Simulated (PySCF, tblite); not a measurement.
# C₂H₄S: bond homolysis, part 2 of 2

tblite 0.8.0 and PySCF 2.14.0. Atoms count from 0. The steps go on from the part before.

### Step 14. Single point (C₂H₃S radical): PBE0/def2-SVP

Geometry: PBE0-D3(BJ)/def2-SVP.

The job: settings as JSON, then the geometry in Å.

```
{"job": {"kind": "sp", "xc": "PBE0", "basis": "def2-SVP", "grid": 2}, "charge": 0, "multiplicity": 2}
C      0.691241     0.053994    -0.101522
C     -0.759417    -0.043497    -0.097613
S      0.033567     1.123130     1.083470
H      1.402875     0.291032    -0.895628
H     -1.356619     0.419955    -0.895110
H     -1.232759    -0.913702     0.374277
```

The program printed:

```text
coarse grid: 5656 points
cycle   1  E = -475.6429770728  dE =  3.237e-01  |g| = 9.351e-02  |ddm| = 1.876e+00
cycle   2  E = -475.6483890114  dE = -5.412e-03  |g| = 7.151e-02  |ddm| = 2.289e-01
cycle   3  E = -475.6506558193  dE = -2.267e-03  |g| = 3.262e-02  |ddm| = 1.002e-01
cycle   4  E = -475.6513061018  dE = -6.503e-04  |g| = 1.713e-02  |ddm| = 5.876e-02
cycle   5  E = -475.6515153335  dE = -2.092e-04  |g| = 4.233e-03  |ddm| = 2.893e-02
cycle   6  E = -475.6515351138  dE = -1.978e-05  |g| = 2.412e-03  |ddm| = 9.202e-03
cycle   7  E = -475.6515412544  dE = -6.141e-06  |g| = 1.008e-03  |ddm| = 5.228e-03
final grid: 50280 points
cycle   8  E = -475.6989515778  dE = -3.688e-06  |g| = 5.053e-03  |ddm| = 1.201e-02
cycle   9  E = -475.6989251549  dE =  2.642e-05  |g| = 8.362e-03  |ddm| = 1.355e-02
cycle  10  E = -475.6989654531  dE = -4.030e-05  |g| = 5.008e-04  |ddm| = 9.355e-03
cycle  11  E = -475.6989656030  dE = -1.499e-07  |g| = 1.566e-04  |ddm| = 7.039e-04
cycle  12  E = -475.6989656183  dE = -1.529e-08  |g| = 3.881e-05  |ddm| = 2.031e-04
cycle  13  E = -475.6989656209  dE = -2.577e-09  |g| = 1.281e-05  |ddm| = 1.292e-04
converged SCF energy = -475.6989656209
```

Wall time 1.4 s (1 thread of Arm Neoverse V1, shared host).

### Step 15. Single point (H radical): PBE0/def2-SVP

Geometry: atom.

The job: settings as JSON, then the geometry in Å.

```
{"job": {"kind": "sp", "xc": "PBE0", "basis": "def2-SVP", "grid": 2}, "charge": 0, "multiplicity": 2}
H      0.000000     0.000000     0.000000
```

The program printed:

```text
coarse grid: 624 points
cycle   1  E = -0.4968718446  dE = -7.627e-02  |g| = 4.930e-02  |ddm| = 4.664e-01
cycle   2  E = -0.5002875434  dE = -3.416e-03  |g| = 3.445e-03  |ddm| = 1.252e-01
cycle   3  E = -0.5003041204  dE = -1.658e-05  |g| = 3.268e-05  |ddm| = 9.453e-03
cycle   4  E = -0.5003041215  dE = -1.179e-09  |g| = 1.494e-05  |ddm| = 4.822e-05
final grid: 5376 points
cycle   5  E = -0.5003426357  dE = -3.382e-08  |g| = 9.400e-06  |ddm| = 3.982e-04
cycle   6  E = -0.5003426358  dE = -1.228e-10  |g| = 5.667e-07  |ddm| = 2.400e-05
converged SCF energy = -0.5003426358
```

It took 0.04 s on 1 thread of Arm Neoverse V1, shared host.

### Step 16. Bond homolysis: PBE0/def2-SVP

This step combines the energies above: geometries from PBE0-D3(BJ)/def2-SVP, zero-point and thermal terms from PBE0-D3(BJ)/def2-SVP.

The job: settings as JSON, then the geometry in Å.

```
{"job": {"kind": "bd", "cap": 8, "geom": {"xc": "PBE0", "basis": "def2-SVP", "d3": "d3bj", "grid": 1}, "hess": 1, "level": {"xc": "PBE0", "basis": "def2-SVP"}}, "charge": 0, "multiplicity": 1}
C      0.740558    -0.063181    -0.040767
C     -0.738418    -0.037012    -0.073986
S     -0.003609     1.138132     1.087152
H      1.234260    -0.917590     0.434068
H      1.286460     0.358871    -0.891123
H     -1.230508     0.403342    -0.947582
H     -1.282759    -0.873001     0.377734
```

Output (the driver's rows laid out field by field):

```text
homolysis bond by bond, PBE0/def2-SVP // PBE0-D3(BJ)/def2-SVP

row 1
  atoms                   0 3
  elements                C H
  length                  1.0951
  fragments               formula C2H3S, charge 0, multiplicity 2, smiles [CH]1CS1, kept yes, pieces 1, point_group C1, largest_spin C 0.822; formula H, charge 0, multiplicity 2, smiles [H], kept yes, pieces 1
  electronic              437.16
  zero_kelvin             401.99
  enthalpy                408.24
  free_energy             370.91
```

It took 2.4 s on 1 thread of Arm Neoverse V1, shared host.

Dissociation energies (kJ/mol, gas phase, 298 K for the thermal columns):

```
 bond       fragments  electronic  enthalpy  free energy
C0–H3  [CH]1CS1 + [H]       437.2     408.2        370.9
```

### Step 17. Single point (C₂H₄S): BHandHLYP/def2-SV(P)

Geometry: PBE0-D3(BJ)/def2-SVP.

The job: settings as JSON, then the geometry in Å.

```
{"job": {"kind": "sp", "xc": "BHandHLYP", "basis": "def2-SV(P)", "grid": 2}, "charge": 0, "multiplicity": 1}
C      0.740558    -0.063181    -0.040767
C     -0.738418    -0.037012    -0.073986
S     -0.003609     1.138132     1.087152
H      1.234260    -0.917590     0.434068
H      1.286460     0.358871    -0.891123
H     -1.230508     0.403342    -0.947582
H     -1.282759    -0.873001     0.377734
```

The program printed:

```text
coarse grid: 6280 points
cycle   1  E = -476.4817824672  dE =  3.593e-01  |g| = 2.055e-01  |ddm| = 2.612e+00
cycle   2  E = -476.4895264379  dE = -7.744e-03  |g| = 1.783e-01  |ddm| = 6.115e-01
cycle   3  E = -476.4986537842  dE = -9.127e-03  |g| = 3.538e-02  |ddm| = 2.662e-01
cycle   4  E = -476.4990026913  dE = -3.489e-04  |g| = 1.056e-02  |ddm| = 4.212e-02
cycle   5  E = -476.4990345548  dE = -3.186e-05  |g| = 1.611e-03  |ddm| = 1.620e-02
cycle   6  E = -476.4990355457  dE = -9.909e-07  |g| = 4.169e-04  |ddm| = 3.903e-03
final grid: 55656 points
cycle   7  E = -476.5318051531  dE = -4.394e-06  |g| = 1.868e-03  |ddm| = 6.444e-03
cycle   8  E = -476.5318050372  dE =  1.159e-07  |g| = 2.029e-03  |ddm| = 3.529e-03
cycle   9  E = -476.5318061321  dE = -1.095e-06  |g| = 1.224e-04  |ddm| = 1.931e-03
cycle  10  E = -476.5318061372  dE = -5.136e-09  |g| = 5.148e-05  |ddm| = 2.753e-04
converged SCF energy = -476.5318061372
```

Wall time 0.68 s (1 thread of Arm Neoverse V1, shared host).

### Step 18. Single point (C2H3S radical): BHandHLYP/def2-SV(P)

Geometry: PBE0-D3(BJ)/def2-SVP.

The job: settings as JSON, then the geometry in Å.

```
{"job": {"kind": "sp", "xc": "BHandHLYP", "basis": "def2-SV(P)", "grid": 2}, "charge": 0, "multiplicity": 2}
C      0.691241     0.053994    -0.101522
C     -0.759417    -0.043497    -0.097613
S      0.033567     1.123130     1.083470
H      1.402875     0.291032    -0.895628
H     -1.356619     0.419955    -0.895110
H     -1.232759    -0.913702     0.374277
```

The program printed:

```text
coarse grid: 5656 points
cycle   1  E = -475.8172176641  dE =  4.062e-01  |g| = 1.292e-01  |ddm| = 1.820e+00
cycle   2  E = -475.8280670736  dE = -1.085e-02  |g| = 9.118e-02  |ddm| = 3.306e-01
cycle   3  E = -475.8326824805  dE = -4.615e-03  |g| = 4.272e-02  |ddm| = 1.534e-01
cycle   4  E = -475.8339836574  dE = -1.301e-03  |g| = 8.646e-03  |ddm| = 5.803e-02
cycle   5  E = -475.8341254141  dE = -1.418e-04  |g| = 5.480e-03  |ddm| = 2.292e-02
cycle   6  E = -475.8341746269  dE = -4.921e-05  |g| = 2.334e-03  |ddm| = 1.342e-02
cycle   7  E = -475.8341907533  dE = -1.613e-05  |g| = 8.361e-04  |ddm| = 9.474e-03
cycle   8  E = -475.8341925430  dE = -1.790e-06  |g| = 2.614e-04  |ddm| = 3.612e-03
final grid: 50280 points
cycle   9  E = -475.8669885056  dE = -4.037e-06  |g| = 7.767e-04  |ddm| = 3.728e-03
cycle  10  E = -475.8669885912  dE = -8.564e-08  |g| = 7.551e-04  |ddm| = 1.460e-03
cycle  11  E = -475.8669888941  dE = -3.029e-07  |g| = 1.112e-04  |ddm| = 7.898e-04
cycle  12  E = -475.8669889061  dE = -1.205e-08  |g| = 6.461e-05  |ddm| = 2.305e-04
cycle  13  E = -475.8669889098  dE = -3.726e-09  |g| = 1.882e-05  |ddm| = 1.234e-04
converged SCF energy = -475.8669889098
```

Wall time 1.1 s (1 thread of Arm Neoverse V1, shared host).

### Step 19. Single point (H radical): BHandHLYP/def2-SV(P)

Geometry: atom.

The job: settings as JSON, then the geometry in Å.

```
{"job": {"kind": "sp", "xc": "BHandHLYP", "basis": "def2-SV(P)", "grid": 2}, "charge": 0, "multiplicity": 2}
H      0.000000     0.000000     0.000000
```

The program printed:

```text
coarse grid: 624 points
cycle   1  E = -0.4929519699  dE = -9.771e-02  |g| = 5.865e-02  |ddm| = 4.755e-01
cycle   2  E = -0.4976995016  dE = -4.748e-03  |g| = 1.090e-02  |ddm| = 1.322e-01
cycle   3  E = -0.4978677819  dE = -1.683e-04  |g| = 3.641e-05  |ddm| = 3.013e-02
cycle   4  E = -0.4978677835  dE = -1.594e-09  |g| = 1.414e-05  |ddm| = 6.143e-05
final grid: 5376 points
cycle   5  E = -0.4978742636  dE = -4.142e-12  |g| = 3.177e-07  |ddm| = 3.923e-06
converged SCF energy = -0.4978742636
```

Wall time 0.04 s (1 thread of Arm Neoverse V1, shared host).

### Step 20. Bond homolysis: BHandHLYP/def2-SV(P)

This step combines the energies above: geometries from PBE0-D3(BJ)/def2-SVP, zero-point and thermal terms from PBE0-D3(BJ)/def2-SVP.

The job: settings as JSON, then the geometry in Å.

```
{"job": {"kind": "bd", "cap": 8, "geom": {"xc": "PBE0", "basis": "def2-SVP", "d3": "d3bj", "grid": 1}, "hess": 1, "level": {"xc": "BHandHLYP", "basis": "def2-SV(P)"}}, "charge": 0, "multiplicity": 1}
C      0.740558    -0.063181    -0.040767
C     -0.738418    -0.037012    -0.073986
S     -0.003609     1.138132     1.087152
H      1.234260    -0.917590     0.434068
H      1.286460     0.358871    -0.891123
H     -1.230508     0.403342    -0.947582
H     -1.282759    -0.873001     0.377734
```

Output (the driver's rows laid out field by field):

```text
homolysis bond by bond, BHandHLYP/def2-SV(P) // PBE0-D3(BJ)/def2-SVP

row 1
  atoms                   0 3
  elements                C H
  length                  1.0951
  fragments               formula C2H3S, charge 0, multiplicity 2, smiles [CH]1CS1, kept yes, pieces 1, point_group C1, largest_spin C 0.854; formula H, charge 0, multiplicity 2, smiles [H], kept yes, pieces 1
  electronic              438.31
  zero_kelvin             403.14
  enthalpy                409.38
  free_energy             372.06
```

Wall time 1.9 s (1 thread of Arm Neoverse V1, shared host).

Dissociation energies (kJ/mol, gas phase, 298 K for the thermal columns):

```csv
bond,fragments,electronic,enthalpy,free energy
C0–H3,[CH]1CS1 + [H],438.3,409.4,372.1
```

### Step 21. Single point (C2H4S): B97-2/6-31+G*

Geometry: PBE0-D3(BJ)/def2-SVP.

The job: settings as JSON, then the geometry in Å.

```
{"job": {"kind": "sp", "xc": "B97-2", "basis": "6-31+G*", "grid": 1, "scf": {"guess": "huckel"}}, "charge": 0, "multiplicity": 1}
C      0.740558    -0.063181    -0.040767
C     -0.738418    -0.037012    -0.073986
S     -0.003609     1.138132     1.087152
H      1.234260    -0.917590     0.434068
H      1.286460     0.358871    -0.891123
H     -1.230508     0.403342    -0.947582
H     -1.282759    -0.873001     0.377734
```

The program printed:

```text
final grid: 26568 points
cycle   1  E = -470.7279313177  dE =  4.427e+00  |g| = 4.243e+00  |ddm| = 8.740e+00
cycle   2  E = -454.4512024885  dE =  1.628e+01  |g| = 5.046e+00  |ddm| = 5.615e+02
cycle   3  E = -475.7101328084  dE = -2.126e+01  |g| = 1.557e+00  |ddm| = 5.617e+02
cycle   4  E = -476.6934221912  dE = -9.833e-01  |g| = 5.026e-01  |ddm| = 4.017e+00
cycle   5  E = -476.7473611420  dE = -5.394e-02  |g| = 2.567e-01  |ddm| = 1.156e+00
cycle   6  E = -476.7691075530  dE = -2.175e-02  |g| = 5.426e-02  |ddm| = 4.835e-01
cycle   7  E = -476.7698283347  dE = -7.208e-04  |g| = 1.635e-02  |ddm| = 1.364e-01
cycle   8  E = -476.7699093303  dE = -8.100e-05  |g| = 3.613e-03  |ddm| = 1.829e-02
cycle   9  E = -476.7699134527  dE = -4.122e-06  |g| = 3.805e-04  |ddm| = 7.297e-03
cycle  10  E = -476.7699134922  dE = -3.947e-08  |g| = 1.786e-04  |ddm| = 1.339e-03
cycle  11  E = -476.7699135003  dE = -8.148e-09  |g| = 3.290e-05  |ddm| = 2.897e-04
converged SCF energy = -476.7699135003
```

Run time: 0.77 s. Hardware: 1 thread of Arm Neoverse V1, shared host.

### Step 22. Single point (C2H3S radical): B97-2/6-31+G*

Geometry: PBE0-D3(BJ)/def2-SVP.

The job: settings as JSON, then the geometry in Å.

```
{"job": {"kind": "sp", "xc": "B97-2", "basis": "6-31+G*", "grid": 1, "scf": {"guess": "huckel"}}, "charge": 0, "multiplicity": 2}
C      0.691241     0.053994    -0.101522
C     -0.759417    -0.043497    -0.097613
S      0.033567     1.123130     1.083470
H      1.402875     0.291032    -0.895628
H     -1.356619     0.419955    -0.895110
H     -1.232759    -0.913702     0.374277
```

The program printed:

```text
final grid: 24096 points
cycle   1  E = -471.9920711567  dE =  2.645e+00  |g| = 2.579e+00  |ddm| = 5.159e+00
cycle   2  E = -459.7142109685  dE =  1.228e+01  |g| = 3.422e+00  |ddm| = 1.618e+02
cycle   3  E = -475.6175589724  dE = -1.590e+01  |g| = 7.469e-01  |ddm| = 1.616e+02
cycle   4  E = -476.0351331942  dE = -4.176e-01  |g| = 3.323e-01  |ddm| = 2.385e+00
cycle   5  E = -476.0761179436  dE = -4.098e-02  |g| = 1.949e-01  |ddm| = 6.955e-01
cycle   6  E = -476.0972463170  dE = -2.113e-02  |g| = 4.653e-02  |ddm| = 3.859e-01
cycle   7  E = -476.0984450151  dE = -1.199e-03  |g| = 1.974e-02  |ddm| = 1.068e-01
cycle   8  E = -476.0987089317  dE = -2.639e-04  |g| = 9.434e-03  |ddm| = 3.952e-02
cycle   9  E = -476.0987955544  dE = -8.662e-05  |g| = 2.083e-03  |ddm| = 3.063e-02
cycle  10  E = -476.0987989838  dE = -3.429e-06  |g| = 3.238e-04  |ddm| = 6.225e-03
cycle  11  E = -476.0987991102  dE = -1.264e-07  |g| = 1.152e-04  |ddm| = 1.636e-03
cycle  12  E = -476.0987991294  dE = -1.923e-08  |g| = 5.031e-05  |ddm| = 6.122e-04
cycle  13  E = -476.0987991327  dE = -3.294e-09  |g| = 1.692e-05  |ddm| = 2.646e-04
converged SCF energy = -476.0987991327
```

Run time: 1.4 s. Hardware: 1 thread of Arm Neoverse V1, shared host.

### Step 23. Single point (H radical): B97-2/6-31+G*

Geometry: atom.

The job: settings as JSON, then the geometry in Å.

```
{"job": {"kind": "sp", "xc": "B97-2", "basis": "6-31+G*", "grid": 1, "scf": {"guess": "huckel"}}, "charge": 0, "multiplicity": 2}
H      0.000000     0.000000     0.000000
```

The program printed:

```text
final grid: 2472 points
cycle   1  E = -0.5018971647  dE = -2.031e-05  |g| = 4.094e-04  |ddm| = 8.124e-03
cycle   2  E = -0.5018973391  dE = -1.745e-07  |g| = 3.770e-05  |ddm| = 7.524e-04
cycle   3  E = -0.5018973406  dE = -1.491e-09  |g| = 2.536e-09  |ddm| = 7.629e-05
converged SCF energy = -0.5018973406
```

Wall time 0.02 s (1 thread of Arm Neoverse V1, shared host).

### Step 24. Bond homolysis: B97-2/6-31+G*

This step combines the energies above: geometries from PBE0-D3(BJ)/def2-SVP, zero-point and thermal terms from PBE0-D3(BJ)/def2-SVP.

The job: settings as JSON, then the geometry in Å.

```
{"job": {"kind": "bd", "cap": 8, "geom": {"xc": "PBE0", "basis": "def2-SVP", "d3": "d3bj", "grid": 1}, "hess": 1, "level": {"xc": "B97-2", "basis": "6-31+G*", "grid": 1, "scf": {"guess": "huckel"}}}, "charge": 0, "multiplicity": 1}
C      0.740558    -0.063181    -0.040767
C     -0.738418    -0.037012    -0.073986
S     -0.003609     1.138132     1.087152
H      1.234260    -0.917590     0.434068
H      1.286460     0.358871    -0.891123
H     -1.230508     0.403342    -0.947582
H     -1.282759    -0.873001     0.377734
```

Output (the driver's rows laid out field by field):

```text
homolysis bond by bond, B97-2/6-31+G* // PBE0-D3(BJ)/def2-SVP

row 1
  atoms                   0 3
  elements                C H
  length                  1.0951
  fragments               formula C2H3S, charge 0, multiplicity 2, smiles [CH]1CS1, kept yes, pieces 1, point_group C1, largest_spin C 0.813; formula H, charge 0, multiplicity 2, smiles [H], kept yes, pieces 1
  electronic              444.28
  zero_kelvin             409.11
  enthalpy                415.35
  free_energy             378.03
```

Wall time 2.2 s (1 thread of Arm Neoverse V1, shared host).

Dissociation energies (kJ/mol, gas phase, 298 K for the thermal columns):

```
 bond       fragments  electronic  enthalpy  free energy
C0–H3  [CH]1CS1 + [H]       444.3     415.4        378.0
```

### Step 25. Summary of results

This closing draws on all 2 parts.

| quantity | value |
| --- | --- |
| strongest single infrared mode (GFN2-xTB) | 3078 cm⁻¹, 14 km/mol |
| zero-point energy (GFN2-xTB) | 33.6 kcal/mol |
| point group | C2v |
| rotational constants (main isotopes) | 22.03, 10.89, 8.08 GHz |
| bond enthalpy (ΔH), C0–H3 (M06-2X/def2-TZVP) | 424.1 kJ/mol |
| bond enthalpy (ΔH), C0–H3 (PBE0/def2-SVP) | 408.2 kJ/mol |
| bond enthalpy (ΔH), C0–H3 (BHandHLYP/def2-SV(P)) | 409.4 kJ/mol |
| bond enthalpy (ΔH), C0–H3 (B97-2/6-31+G*) | 415.4 kJ/mol |

In words: No mode is imaginary among the 15: a minimum at this level. The strongest single mode, at 3078 cm⁻¹, has its largest shares on H6, H5, H4 and H3 (the list is cut at 4 atoms). Unscaled tight-binding wavenumbers are off by several per cent, some by more. Its intensities can rank the bands wrongly. Over 2 steps the energy fell by 0.017 eV; of the close pairs, C1–H6 changed most, 1.082 to 1.095 Å (PBE0/def2-SVP). The bond enthalpy (ΔH) at C0–H3 is 424.1 kJ/mol at M06-2X/def2-TZVP; zero-point and thermal terms move it by -28.9 kJ/mol from the electronic value.
